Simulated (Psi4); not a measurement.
# CHF3O3S (triflic acid), step by step

Aim: a structure relaxation (r2SCAN-D4/def2-SVP), then vibrational wavenumbers of CHF3O3S (triflic acid). 

Program for the calculation: Psi4 1.11.

### 1 The structure to begin with

The species is CHF3O3S (9 atoms), meant as a singlet with charge 0. As SMILES, `O=S(=O)(O)C(F)(F)F`. The shape is that of a PBE0-D4/def2-TZVP optimisation. This is one conformer, not always the lowest. The run starts from this shape.

Bond lengths: O1–S2 1.422 Å, S2–O3 1.414 Å, S2–O4 1.577 Å, S2–C5 1.848 Å, C5–F6 1.327 Å, C5–F7 1.320 Å, C5–F8 1.319 Å, O4–H9 0.968 Å. Some angles: O1–S2–O3 123.8°, O1–S2–O4 109.3°, O1–S2–C5 106.8°, O3–S2–O4 107.4°, O3–S2–C5 107.2°, O4–S2–C5 99.5°, S2–C5–F6 109.4°, S2–C5–F7 108.8°, S2–C5–F8 110.4°, F6–C5–F7 109.4°.

### 2 A structure relaxation at r2SCAN-D4/def2-SVP (density fitting) (run 1)

Input file input.in:

```
memory 1600 mb

molecule {
  0 1
  O
  S 1 R2
  O 2 R3 1 A3
  O 2 R4 3 A4 1 D4
  C 2 R5 3 A5 4 D5
  F 5 R6 2 A6 3 D6
  F 5 R7 6 A7 2 D7
  F 5 R8 7 A8 6 D8
  H 4 R9 2 A9 3 D9

  R2 = 1.421586
  R3 = 1.413858
  A3 = 123.84682
  R4 = 1.577321
  A4 = 107.43935
  D4 = -128.88655
  R5 = 1.848146
  A5 = 107.19936
  D5 = -106.17203
  R6 = 1.327355
  A6 = 109.35718
  D6 = 170.03133
  R7 = 1.319766
  A7 = 109.40843
  D7 = -119.01938
  R8 = 1.319414
  A8 = 109.69541
  D8 = 119.80667
  R9 = 0.968371
  A9 = 109.34962
  D9 = 156.2232
}

set {
  basis def2-SVP
  geom_maxiter 60
}

e_tot, wfn = opt("r2scan-d4", return_wfn=True)
print_variables()
```

On the command line:

```bash
$ psi4 -n 1 input.in input.out
```

input.out:

```text
[...]
  Running in c1 symmetry.
[...]
  Nuclear repulsion =  572.265535952016307
[...]
  Multiplicity = 1
[...]
  Nalpha       = 37
  Nbeta        = 37
[...]
    Number of basis functions: 121
[...]
   @DF-RKS iter   1:  -960.80250747797538    8.54499e-01   8.63472e-03 DIIS/ADIIS
[...]
   @DF-RKS iter   8:  -961.19377538546462   -3.75167e-12   2.02550e-09 DIIS
[...]
    Orbital Energies [Eh]
    ---------------------
    Doubly Occupied:
       1A    -88.791806     2A    -24.573624     3A    -24.571774
       4A    -24.571525     5A    -19.051625     6A    -19.001141
       7A    -18.999311     8A    -10.338564     9A     -8.097308
      10A     -6.048100    11A     -6.045837    12A     -6.044888
      13A     -1.307805    14A     -1.216545    15A     -1.216312
      16A     -1.137826    17A     -1.029429    18A     -1.008816
      19A     -0.738575    20A     -0.659426    21A     -0.609996
      22A     -0.598551    23A     -0.595008    24A     -0.518071
      25A     -0.481538    26A     -0.468208    27A     -0.463406
      28A     -0.457725    29A     -0.437236    30A     -0.434710
      31A     -0.427440    32A     -0.408994    33A     -0.368242
      34A     -0.348388    35A     -0.333859    36A     -0.317663
[...]
  @DF-RKS Final Energy:  -961.19377538546462
   => Energetics <=
    Nuclear Repulsion Energy =            565.2127608424124219
    One-Electron Energy =               -2451.9146748566745373
    Two-Electron Energy =                1013.9748938001811212
    DFT Exchange-Correlation Energy =     -88.4645573125308573
    Empirical Dispersion Energy =          -0.0021978588528842
    VV10 Nonlocal Energy =                  0.0000000000000000
    Total Energy =                       -961.1937753854646189
[...]
 Multipole Moments:
 ------------------------------------------------------------------------------------
     Multipole            Electronic (a.u.)      Nuclear  (a.u.)        Total (a.u.)
 ------------------------------------------------------------------------------------
 L = 1.  Multiply by 2.5417464519 to convert [e a0] to [Debye]
 Dipole X            :         -4.9509809            5.1953396            0.2443587
 Dipole Y            :          2.2027976           -1.1946299            1.0081677
 Dipole Z            :          1.4082481           -1.5108045           -0.1025563
 Magnitude           :                                                    1.0424160
[...]
  -Total Gradient:
     Atom            X                  Y                   Z
    ------   -----------------  -----------------  -----------------
       1       -0.000007086157     0.000035404890    -0.000000694883
       2       -0.000067461238    -0.000112377822    -0.000029058670
       3       -0.000214530252    -0.000073895093    -0.000111209217
       4       -0.000043693822    -0.000130895543     0.000130928038
       5       -0.000049110940     0.000062987558    -0.000011027071
       6        0.000101565200     0.000030287581     0.000068998800
       7       -0.000033095301     0.000152363454    -0.000094944487
       8       -0.000071676269    -0.000044964339    -0.000018466162
       9        0.000070275438    -0.000182959879     0.000133104655
[...]
    Final optimized geometry and variables:
    Molecular point group: c1
    Full point group: C1
    Geometry (in Angstrom), charge = 0, multiplicity = 1:
    O
    S             1          R2
    O             2          R3      1          A3
    O             2          R4      3          A4      1          D4
    C             2          R5      3          A5      4          D5
    F             5          R6      2          A6      3          D6
    F             5          R7      6          A7      2          D7
    F             5          R8      7          A8      6          D8
    H             4          R9      2          A9      3          D9
    A3        =  124.9288781338
[...]
```

The script printed:

```text
Optimizer: Optimization complete!
```

Run time: 3.7 min. Hardware: 1 thread of AMD EPYC 7R43 (Zen 3), shared host; peak memory 0.93 GiB.

The path in brief:

| step | energy from the first frame kept (eV) | largest force (eV/Å) |
| --- | --- | --- |
| 0 | 0.0000 | 2.2458 |
| 1 | -0.0953 | 0.6809 |
| 2 | -0.1098 | 0.1748 |
| 3 | -0.1107 | 0.0906 |
| 4 | -0.1109 | 0.0319 |
| 5 | -0.1109 | 0.0131 |
| 6 | -0.1109 | 0.0130 |

After the run. Bond lengths: O1–S2 1.453 Å, S2–O3 1.444 Å, S2–O4 1.626 Å, S2–C5 1.867 Å, C5–F6 1.333 Å, C5–F7 1.325 Å, C5–F8 1.323 Å, O4–H9 0.974 Å. Some angles: O1–S2–O3 124.9°, O1–S2–O4 109.1°, O1–S2–C5 106.7°, O3–S2–O4 107.1°, O3–S2–C5 107.4°, O4–S2–C5 98.4°, S2–C5–F6 108.8°, S2–C5–F7 108.8°, S2–C5–F8 110.2°, F6–C5–F7 109.6°.

### 3 The harmonic vibrations at r2SCAN-D4/def2-SVP (density fitting) (run 2)

Input file chf3o3s.in:

```
memory 1600 mb

molecule geom {
  0 1
  O      1.502518    -0.591542     0.986877
  S      0.312692    -0.792917     0.178218
  O      0.130538    -1.864732    -0.771865
  O     -0.994904    -0.782939     1.144817
  C     -0.001521     0.811997    -0.721663
  F     -0.164893     1.782483     0.177065
  F      1.046307     1.085132    -1.484779
  F     -1.088665     0.710512    -1.469140
  H     -0.748637    -0.338939     1.976499
}

set reference rks
set t 900.0
set rotational_symmetry_number 1

E, wfn = freq('r2scan-d4/def2-SVP', return_wfn=True)
```

On the command line:

```bash
$ psi4 -n 1 chf3o3s.in chf3o3s.out
```

chf3o3s.out, shortened:

```text
[...]
  Running in c1 symmetry.
[...]
  Nuclear repulsion =  565.212695199373115
[...]
  Multiplicity = 1
[...]
  Nalpha       = 37
  Nbeta        = 37
[...]
    Number of basis functions: 121
[...]
   @DF-RKS iter   1:  -960.79565814471869    6.45609e-01   8.69132e-03 DIIS/ADIIS
[...]
   @DF-RKS iter  14:  -961.19377065871208   -5.68434e-13   2.33302e-09 DIIS
[...]
  @DF-RKS Final Energy:  -961.19377065871208
   => Energetics <=
    Nuclear Repulsion Energy =            565.2353470816320851
    One-Electron Energy =               -2451.9541008425617292
    Two-Electron Energy =                1013.9927621061997343
    DFT Exchange-Correlation Energy =     -88.4655810883350284
    Empirical Dispersion Energy =          -0.0021979156470526
    VV10 Nonlocal Energy =                  0.0000000000000000
    Total Energy =                       -961.1937706587120829
[...]
 Multipole Moments:
[...]
  -Total Gradient:
     Atom            X                  Y                   Z
    ------   -----------------  -----------------  -----------------
       1        0.000020089318     0.000028422177    -0.000001465091
       2        0.000080168707     0.000011773964     0.000045186968
       3        0.000199180674     0.000068081888    -0.000134721027
       4        0.000390615060     0.000801716865     0.001595398965
       5       -0.000032152467     0.000073414399    -0.000033018485
       6       -0.000113965391    -0.000050177623     0.000031921876
       7        0.000034454805     0.000160701798     0.000091346413
       8        0.000102405345     0.000015470239    -0.000017176831
       9       -0.000497185025    -0.001153442075    -0.001954232021
[...]
  ==> Harmonic Vibrational Analysis <==
[...]
  Freq [cm^-1]                 45.5245             166.4911            175.0224
[...]
  IR activ [km/mol]             1.1072             13.0266              4.0509
[...]
  Freq [cm^-1]                 277.7314            293.4746            329.3395
[...]
  IR activ [km/mol]             6.2094             38.8880              1.1173
[...]
  Freq [cm^-1]                 552.5434            567.6297            588.9485
[...]
  IR activ [km/mol]             1.2822              0.3068             128.8853
[...]
  Freq [cm^-1]                 761.6078            818.7655           1107.9692
[...]
  Freq [cm^-1]                1138.3411           1218.9416           1246.6249
[...]
  Freq [cm^-1]                1263.2641           1435.0587           3749.8999
[...]
```

On the terminal:

```text
Warning: used thermodynamics relations inappropriate for low-frequency modes: ['45.5245' '166.4911' '175.0224' '277.7314' '293.4746' '329.3395'
 '346.8563' '434.9407' '477.2158' '552.5434' '567.6297' '588.9485']
```

Wall time 34 min (1 thread of AMD EPYC 7R43 (Zen 3), shared host); peak memory 1 GiB.

### 4 Outcome

| quantity | value |
| --- | --- |
| run 1, r2SCAN-D4/def2-SVP: total energy at the end | -961.19378 Eh |
| run 1, r2SCAN-D4/def2-SVP: dipole moment | 2.65 D |
| run 1, r2SCAN-D4/def2-SVP: HOMO energy | -8.54 eV |
| run 1, r2SCAN-D4/def2-SVP: LUMO energy | -0.37 eV |
| run 1, r2SCAN-D4/def2-SVP: HOMO–LUMO gap | 8.17 eV |
| run 1, r2SCAN-D4/def2-SVP: dispersion energy | -5.77 kJ/mol |
| run 2, r2SCAN-D4/def2-SVP: lowest harmonic wavenumber | 46 cm⁻¹ |
| run 2, r2SCAN-D4/def2-SVP: highest harmonic wavenumber | 3750 cm⁻¹ |
| run 2, r2SCAN-D4/def2-SVP: zero-point energy | 101.7 kJ/mol |
| run 2, r2SCAN-D4/def2-SVP: ideal-gas entropy at 900 K (symmetry number 1 as used) | 129.0 cal/(mol K) |

In words: The optimisation (run 1, r2SCAN-D4/def2-SVP) took 7 steps and changed the energy by -0.111 eV. All 21 modes (run 2, r2SCAN-D4/def2-SVP) are real, so the shape is a minimum at this level.
